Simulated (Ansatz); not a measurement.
**GeH4O4: an energy map over bond length O1–Ge2 and dihedral H6–O1–Ge2–O3**

A grid of calculations on GeH₄O₄, SMILES [OH][Ge]([OH])([OH])[OH], to see where the energy is lowest and how it rises around there.

Program: Ansatz 0.2.0. Level of theory: RHF/def2-SVP. These are calculated values, not measurements.

**1. Where the work starts**

SMILES `[OH][Ge]([OH])([OH])[OH]`, 9 atoms, charge 0, spin multiplicity 1.

Atoms are counted from 1 here; the program's logs count them from 0.

Bond lengths: O1–Ge2 1.780 Å, O1–H6 0.976 Å, Ge2–O3 1.780 Å, Ge2–O4 1.780 Å, Ge2–O5 1.780 Å, O3–H7 0.976 Å, O4–H8 0.976 Å, O5–H9 0.976 Å. Angles: Ge2–O1–H6 109.5°, O1–Ge2–O3 116.9°, O1–Ge2–O4 105.9°, O1–Ge2–O5 105.9°, O3–Ge2–O4 105.9°, O3–Ge2–O5 105.9°, O4–Ge2–O5 116.9°, Ge2–O3–H7 109.5°, Ge2–O4–H8 109.5°, Ge2–O5–H9 109.5°.

Geometry (Å):

```xyz
9
GeH4O4
O    -0.1221    1.5449   -0.8763
Ge    0.0000    0.0000    0.0000
O     1.4999   -0.9336   -0.2201
O    -1.3102   -1.0253   -0.6338
O    -0.0675    0.4139    1.7303
H    -0.4658    1.3824   -1.7755
H     2.1713   -0.6256    0.4183
H    -1.0835   -1.9649   -0.4961
H    -0.6218    1.2081    1.8533
```

This geometry comes from a loose relaxation at PBE in a small basis, which is not shown.

**2. Geometry optimisation**

The input, input.yaml:

```yaml
crystal:
  periodic: [false, false, false]
  atoms:
    - { symbol: O, position_ang: [-0.122103, 1.544899, -0.876307] }
    - { symbol: Ge, position_ang: [-1.2e-05, -1.4e-05, 2.5e-05] }
    - { symbol: O, position_ang: [1.499863, -0.933578, -0.220102] }
    - { symbol: O, position_ang: [-1.310244, -1.02528, -0.633801] }
    - { symbol: O, position_ang: [-0.06755, 0.413912, 1.730264] }
    - { symbol: H, position_ang: [-0.465844, 1.382425, -1.775536] }
    - { symbol: H, position_ang: [2.171264, -0.625646, 0.418306] }
    - { symbol: H, position_ang: [-1.083539, -1.964861, -0.496113] }
    - { symbol: H, position_ang: [-0.621844, 1.208142, 1.853253] }
basis:
  gaussian: { orbitals: def2-SVP }
hamiltonian:
  xc: hf
output:
  forces: true
relax:
  f_tol: 0.003
  max_steps: 120
```

Run with:

```console
$ ansatz run input.yaml --threads 1 --pin off --max-ram 2560MiB --backend cpu --events-out ev --progress --plain --runs-dir out
```

The log of the run (excerpt; [...] marks lines left out):

```text
Warning: RAYON_NUM_THREADS=1 ignored (pool sized by the plan → 1); use --threads N
[...]
Functional definition: HF
[...]
1104 factors; integrals over basis functions are off by at most 2.8e-4 eV
[...]
mean field -64674.58921487 eV, -2376.7473156356 hartree, gradient 1.8e-5 eV, S^2 0.000000; 0 other end points of the search recorded, 0 dependent functions left out
[...]
reference -64674.58921487 eV, -2376.7473156356 hartree; 34, 34 occupied and 74, 74 virtual orbitals, 1104 factors
relax step   1: F+E_penalty+E_count = -64674.58921487 eV  Δ(F+E_penalty+E_count) = +0.000e0 eV  max|allowed force component| = 1.624e0 eV/Å  Δτ_max = 0.0000 Å  (33 SCF iters, accepted)
[...]
relax step   6: F+E_penalty+E_count = -64674.86214464 eV  Δ(F+E_penalty+E_count) = -2.047e-4 eV  max|allowed force component| = 1.239e-2 eV/Å  Δτ_max = 0.0126 Å  (32 SCF iters, accepted)
[...]
relax step   7: F+E_penalty+E_count = -64674.86215209 eV  Δ(F+E_penalty+E_count) = -7.452e-6 eV  max|allowed force component| = 2.275e-3 eV/Å  Δτ_max = 0.0005 Å  (32 SCF iters, accepted)
1104 factors; integrals over basis functions are off by at most 3.6e-4 eV
[...]
mean field -64674.86215209 eV, -2376.7573458933 hartree, gradient 1.8e-5 eV, S^2 0.000000; 1 other end points of the search recorded, 0 dependent functions left out
[...]
reference -64674.86215209 eV, -2376.7573458933 hartree; 34, 34 occupied and 74, 74 virtual orbitals, 1104 factors
Total energy: -64674.86215209 eV, -2376.7573458933 hartree
Atom 0 at    -0.109449     1.483070    -0.895857 Å, force     0.000611    -0.000122     0.002275 eV/Å
Atom 1 at    -0.000001     0.000004     0.000006 Å, force    -0.000082     0.000036    -0.000087 eV/Å
Atom 2 at     1.488055    -0.871314    -0.201300 Å, force    -0.001902    -0.000418    -0.001026 eV/Å
Atom 3 at    -1.267882    -1.032442    -0.583569 Å, force     0.000011     0.002219    -0.000218 eV/Å
Atom 4 at    -0.110742     0.420692     1.680719 Å, force     0.001369    -0.001694    -0.000928 eV/Å
Atom 5 at    -0.417157     1.421639    -1.787560 Å, force    -0.000221    -0.000862    -0.001124 eV/Å
Atom 6 at     2.205180    -0.628237     0.364595 Å, force     0.000578     0.000977     0.000844 eV/Å
Atom 7 at    -1.143964    -1.963413    -0.476200 Å, force     0.000683    -0.001034     0.000681 eV/Å
Atom 8 at    -0.644049     1.169999     1.899155 Å, force    -0.001046     0.000898    -0.000418 eV/Å
Dipole moment:     0.000019    -0.000002     0.000016 e Å
```

Run time: 22 s. Hardware: 1 thread of Arm Neoverse V1, shared host; peak memory 0.23 GiB.

Relaxation path:

```csv
step,energy from step 1 (eV),largest force component (eV/Å)
1,0.0000,1.6237
2,-0.2130,0.7319
3,-0.2634,0.1197
4,-0.2719,0.0535
5,-0.2727,0.0233
6,-0.2729,0.0124
7,-0.2729,0.0023
```

Close pairs (by a distance rule), those that changed most:

```csv
bond,before (Å),after (Å),change (Å)
Ge2–O3,1.780,1.736,-0.044
O1–Ge2,1.780,1.736,-0.044
Ge2–O5,1.780,1.736,-0.044
Ge2–O4,1.780,1.736,-0.044
O5–H9,0.976,0.945,-0.031
O1–H6,0.976,0.945,-0.031
O3–H7,0.976,0.945,-0.031
O4–H8,0.976,0.945,-0.031
```

**3. Setting up the map**

First coordinate, bond length O1–Ge2: 15 values from 1.528 to 2.170 Å. Second coordinate, dihedral H6–O1–Ge2–O3: 15 values from −180 to 156 °, periodic.

Nothing else is relaxed (all other coordinates rigid). Energies count from the relaxed molecule at the same level. Points are written as (first, second).

Of the runs on the grid, 3 are shown in the steps below; the others differ only in the two coordinates.

**4. Point (1.620 Å, −12°)**

The input, input.yaml:

```yaml
crystal:
  periodic: [false, false, false]
  atoms:
    - { symbol: O, position_ang: [-0.109449, 1.48307, -0.895857] }
    - { symbol: Ge, position_ang: [-0.00732, 0.099181, -0.059902] }
    - { symbol: O, position_ang: [-0.7811, -1.266039, -0.802512] }
    - { symbol: O, position_ang: [-0.811997, 0.368358, 1.454715] }
    - { symbol: O, position_ang: [1.680554, -0.287827, 0.063966] }
    - { symbol: H, position_ang: [-0.417157, 1.421639, -1.78756] }
    - { symbol: H, position_ang: [-0.270953, -1.757963, -1.428094] }
    - { symbol: H, position_ang: [-1.152529, -0.393549, 1.898706] }
    - { symbol: H, position_ang: [2.283361, 0.439088, 0.106532] }
basis:
  gaussian: { orbitals: def2-SVP }
hamiltonian:
  xc: hf
output:
  forces: true
```

Run with:

```console
$ ansatz run input.yaml --threads 1 --pin off --max-ram 2560MiB --backend cpu --events-out ev --progress --plain --runs-dir out
```

The log of the run (excerpt; [...] marks lines left out):

```text
Warning: RAYON_NUM_THREADS=1 ignored (pool sized by the plan → 1); use --threads N
[...]
Functional definition: HF
[...]
1039 factors; integrals over basis functions are off by at most 1.1e-3 eV
[...]
mean field -64674.46016596 eV, -2376.7425731753 hartree, gradient 1.4e-5 eV, S^2 0.000000; 0 other end points of the search recorded, 0 dependent functions left out
[...]
reference -64674.46016596 eV, -2376.7425731753 hartree; 34, 34 occupied and 74, 74 virtual orbitals, 1039 factors
Total energy: -64674.46016596 eV, -2376.7425731753 hartree
Atom 0 at    -0.109449     1.483070    -0.895857 Å, force    -0.580605     4.148877    -3.082646 eV/Å
Atom 1 at    -0.007320     0.099181    -0.059902 Å, force     0.233471    -3.910731     2.996206 eV/Å
Atom 2 at    -0.781100    -1.266039    -0.802512 Å, force    -0.038446    -0.108922    -0.260318 eV/Å
Atom 3 at    -0.811997     0.368358     1.454715 Å, force     0.085648    -0.123752     0.048370 eV/Å
Atom 4 at     1.680554    -0.287827     0.063966 Å, force     0.302489    -0.282638     0.174265 eV/Å
Atom 5 at    -0.417157     1.421639    -1.787560 Å, force    -0.012805     0.337296     0.032592 eV/Å
Atom 6 at    -0.270953    -1.757963    -1.428094 Å, force    -0.002461    -0.073436     0.070548 eV/Å
Atom 7 at    -1.152529    -0.393549     1.898706 Å, force     0.048557     0.025665    -0.002373 eV/Å
Atom 8 at     2.283361     0.439088     0.106532 Å, force    -0.035848    -0.012358     0.023354 eV/Å
Dipole moment:     0.150214    -0.135673    -0.437853 e Å
```

Run time: 2.4 s. Hardware: 1 thread of Arm Neoverse V1, shared host; peak memory 0.2 GiB.

On the map this point reads 39 kJ/mol.

**5. Grid point (1.757 Å, 84°)**

The input, input.yaml:

```yaml
crystal:
  periodic: [false, false, false]
  atoms:
    - { symbol: O, position_ang: [-0.109449, 1.48307, -0.895857] }
    - { symbol: Ge, position_ang: [0.001317, -0.017852, 0.010793] }
    - { symbol: O, position_ang: [1.464852, -0.918495, -0.236064] }
    - { symbol: O, position_ang: [-1.304611, -1.026531, -0.528789] }
    - { symbol: O, position_ang: [-0.046858, 0.408394, 1.693062] }
    - { symbol: H, position_ang: [-0.417157, 1.421639, -1.78756] }
    - { symbol: H, position_ang: [2.20448, -0.688307, 0.305744] }
    - { symbol: H, position_ang: [-1.195432, -1.959522, -0.422963] }
    - { symbol: H, position_ang: [-0.558144, 1.168429, 1.926568] }
basis:
  gaussian: { orbitals: def2-SVP }
hamiltonian:
  xc: hf
output:
  forces: true
```

Run with:

```console
$ ansatz run input.yaml --threads 1 --pin off --max-ram 2560MiB --backend cpu --events-out ev --progress --plain --runs-dir out
```

The log of the run (excerpt; [...] marks lines left out):

```text
Warning: RAYON_NUM_THREADS=1 ignored (pool sized by the plan → 1); use --threads N
[...]
Functional definition: HF
[...]
1040 factors; integrals over basis functions are off by at most 8.7e-4 eV
[...]
mean field -64674.85466041 eV, -2376.7570705791 hartree, gradient 1.6e-5 eV, S^2 0.000000; 0 other end points of the search recorded, 0 dependent functions left out
[...]
reference -64674.85466041 eV, -2376.7570705791 hartree; 34, 34 occupied and 74, 74 virtual orbitals, 1040 factors
Total energy: -64674.85466041 eV, -2376.7570705791 hartree
Atom 0 at    -0.109449     1.483070    -0.895857 Å, force     0.066517    -0.514637     0.370062 eV/Å
Atom 1 at     0.001317    -0.017852     0.010793 Å, force    -0.052582     0.487784    -0.335392 eV/Å
Atom 2 at     1.464852    -0.918495    -0.236064 Å, force    -0.016635     0.015869    -0.008258 eV/Å
Atom 3 at    -1.304611    -1.026531    -0.528789 Å, force     0.010387     0.028402     0.001763 eV/Å
Atom 4 at    -0.046858     0.408394     1.693062 Å, force    -0.002690     0.013236    -0.040070 eV/Å
Atom 5 at    -0.417157     1.421639    -1.787560 Å, force    -0.010654    -0.037293     0.004631 eV/Å
Atom 6 at     2.204480    -0.688307     0.305744 Å, force     0.003363     0.004255     0.001410 eV/Å
Atom 7 at    -1.195432    -1.959522    -0.422963 Å, force     0.006389    -0.003441     0.001945 eV/Å
Atom 8 at    -0.558144     1.168429     1.926568 Å, force    -0.004095     0.005825     0.003909 eV/Å
Dipole moment:     0.012718    -0.015684     0.007887 e Å
```

Run time: 2.5 s. Hardware: 1 thread of Arm Neoverse V1, shared host; peak memory 0.2 GiB.

Energy on the map's scale: 0.7 kJ/mol.

**6. Point (1.849 Å, −12°)**

The input, input.yaml:

```yaml
crystal:
  periodic: [false, false, false]
  atoms:
    - { symbol: O, position_ang: [-0.109449, 1.48307, -0.895857] }
    - { symbol: Ge, position_ang: [0.007117, -0.096443, 0.058267] }
    - { symbol: O, position_ang: [-0.766664, -1.461663, -0.684343] }
    - { symbol: O, position_ang: [-0.79756, 0.172734, 1.572884] }
    - { symbol: O, position_ang: [1.694991, -0.48345, 0.182135] }
    - { symbol: H, position_ang: [-0.417157, 1.421639, -1.78756] }
    - { symbol: H, position_ang: [-0.256517, -1.953587, -1.309925] }
    - { symbol: H, position_ang: [-1.138092, -0.589173, 2.016875] }
    - { symbol: H, position_ang: [2.297797, 0.243464, 0.224701] }
basis:
  gaussian: { orbitals: def2-SVP }
hamiltonian:
  xc: hf
output:
  forces: true
```

Run with:

```console
$ ansatz run input.yaml --threads 1 --pin off --max-ram 2560MiB --backend cpu --events-out ev --progress --plain --runs-dir out
```

The log of the run (excerpt; [...] marks lines left out):

```text
Warning: RAYON_NUM_THREADS=1 ignored (pool sized by the plan → 1); use --threads N
[...]
Functional definition: HF
[...]
1040 factors; integrals over basis functions are off by at most 7.2e-4 eV
[...]
mean field -64674.58983399 eV, -2376.7473383878 hartree, gradient 1.7e-5 eV, S^2 0.000000; 0 other end points of the search recorded, 0 dependent functions left out
[...]
reference -64674.58983399 eV, -2376.7473383878 hartree; 34, 34 occupied and 74, 74 virtual orbitals, 1040 factors
Total energy: -64674.58983399 eV, -2376.7473383878 hartree
Atom 0 at    -0.109449     1.483070    -0.895857 Å, force     0.198328    -2.196941     1.417408 eV/Å
Atom 1 at     0.007117    -0.096443     0.058267 Å, force    -0.400717     2.154025    -1.115624 eV/Å
Atom 2 at    -0.766664    -1.461663    -0.684343 Å, force     0.019733     0.118109    -0.153326 eV/Å
Atom 3 at    -0.797560     0.172734     1.572884 Å, force     0.216742     0.113589    -0.218684 eV/Å
Atom 4 at     1.694991    -0.483450     0.182135 Å, force    -0.013099     0.001029     0.046140 eV/Å
Atom 5 at    -0.417157     1.421639    -1.787560 Å, force    -0.062508    -0.130973     0.042642 eV/Å
Atom 6 at    -0.256517    -1.953587    -1.309925 Å, force     0.011275    -0.047821     0.018606 eV/Å
Atom 7 at    -1.138092    -0.589173     2.016875 Å, force     0.015078    -0.033079    -0.045298 eV/Å
Atom 8 at     2.297797     0.243464     0.224701 Å, force     0.015167     0.022061     0.008136 eV/Å
Dipole moment:     0.179876    -0.298082    -0.321025 e Å
```

Wall time 2.4 s (1 thread of Arm Neoverse V1, shared host); peak memory 0.2 GiB.

On the map this point reads 26 kJ/mol.

**7. All points together**

225 points were computed. Energies in kJ/mol, from the relaxed molecule at the same level:

```
dihedral H6–O1–Ge2–O3 (°) ↓, bond length O1–Ge2 (Å) →  1.528  1.574  1.620  1.665  1.711  1.757  1.803  1.849  1.895  1.941  1.987  2.032  2.078  2.124  2.170
                                                  156    115     69     38     20     11     10     16     26     40     57     76     97    119    142    165
                                                  132    109     63     32     15      6      5     11     21     36     53     72     93    115    138    162
                                                  108    104     59     28     11      2      2      8     18     33     50     70     90    113    136    160
                                                   84    103     57     27      9      1      1      7     17     32     49     69     90    112    135    159
                                                   60    104     59     28     11      3      2      8     18     33     50     70     91    113    136    160
                                                   36    108     62     32     14      6      5     11     21     35     52     72     93    115    138    162
                                                   12    113     67     36     18      9      8     14     24     38     55     74     95    117    140    163
                                                  −12    116     70     39     21     12     11     16     26     40     57     76     97    119    142    165
                                                  −36    117     71     40     22     13     12     18     28     42     59     78     98    120    143    166
                                                  −60    118     71     41     23     14     13     19     29     43     60     79     99    121    144    168
                                                  −84    119     73     42     24     15     15     20     30     44     61     80    101    123    145    169
                                                 −108    122     75     45     26     18     17     22     32     46     63     82    102    124    147    170
                                                 −132    124     78     47     28     19     18     23     33     47     64     83    103    125    148    171
                                                 −156    124     77     46     28     19     18     23     33     47     63     82    103    125    147    170
                                                 −180    120     74     43     25     16     15     20     30     44     61     80    100    122    145    168
```

On the same grid, dipole moment (D):

```tsv
dihedral H6–O1–Ge2–O3 (°) ↓, bond length O1–Ge2 (Å) →	1.528	1.574	1.620	1.665	1.711	1.757	1.803	1.849	1.895	1.941	1.987	2.032	2.078	2.124	2.170
156	1.81	1.73	1.67	1.63	1.61	1.62	1.65	1.70	1.77	1.86	1.96	2.07	2.19	2.32	2.46
132	1.38	1.28	1.19	1.13	1.10	1.11	1.15	1.22	1.31	1.42	1.55	1.69	1.84	1.99	2.15
108	1.02	0.86	0.72	0.62	0.55	0.55	0.62	0.73	0.88	1.04	1.21	1.38	1.55	1.73	1.91
84	0.88	0.69	0.50	0.31	0.12	0.10	0.29	0.48	0.68	0.87	1.07	1.25	1.44	1.63	1.82
60	1.12	0.98	0.85	0.75	0.69	0.68	0.73	0.82	0.94	1.09	1.25	1.41	1.58	1.75	1.92
36	1.58	1.48	1.39	1.33	1.29	1.28	1.30	1.35	1.42	1.52	1.63	1.75	1.89	2.03	2.18
12	2.05	1.97	1.90	1.85	1.82	1.81	1.82	1.85	1.90	1.97	2.06	2.15	2.26	2.38	2.50
−12	2.44	2.37	2.32	2.28	2.25	2.24	2.25	2.27	2.32	2.37	2.44	2.52	2.61	2.71	2.82
−36	2.73	2.67	2.62	2.59	2.57	2.56	2.57	2.59	2.63	2.68	2.74	2.81	2.90	2.99	3.09
−60	2.92	2.87	2.83	2.80	2.78	2.78	2.79	2.81	2.84	2.89	2.95	3.02	3.09	3.18	3.27
−84	3.03	2.98	2.94	2.91	2.89	2.89	2.90	2.92	2.95	3.00	3.06	3.12	3.20	3.28	3.37
−108	3.02	2.97	2.93	2.90	2.88	2.88	2.89	2.91	2.94	2.99	3.05	3.11	3.19	3.28	3.37
−132	2.87	2.82	2.78	2.75	2.74	2.73	2.74	2.77	2.81	2.86	2.92	2.99	3.07	3.16	3.26
−156	2.60	2.54	2.50	2.47	2.46	2.46	2.47	2.50	2.55	2.61	2.68	2.76	2.85	2.95	3.05
−180	2.23	2.16	2.12	2.09	2.07	2.08	2.10	2.14	2.19	2.26	2.35	2.44	2.55	2.66	2.78
```

Energy (kJ/mol) at eleven even steps along the easiest path on the interpolated surface, from (1.757 Å, 84°): 0, 3, 10, 16, 18, 15, 13, 11, 8, 3, 0.

**8. What came out**

| quantity | value |
| --- | --- |
| lowest point | (1.757 Å, 84°), 0.7 kJ/mol |
| highest computed point | (2.170 Å, −132°), 170 kJ/mol above the lowest |
| dipole moment (D) | 0.10 at (1.757 Å, 84°) to 3.37 at (2.170 Å, −84°); 0.10 at the lowest point |
| time for the whole task | 9.8 min on 1 thread, shared host |

In words: The lowest computed point is at (1.757 Å, 84°), 0.7 kJ/mol from the relaxed molecule at the same level. The grid is coarse, so the lowest point of the scanned range may lie between grid points; coordinates that were held can hide deeper minima. No other kind of well shows on this grid. The highest computed point, (2.170 Å, −132°), lies 170 kJ/mol above the lowest. On the interpolated surface the easiest way out of the lowest well to its copy in the next cell or period passes a barrier of about 18 kJ/mol. Round the minimum the two coordinates are nearly uncoupled.
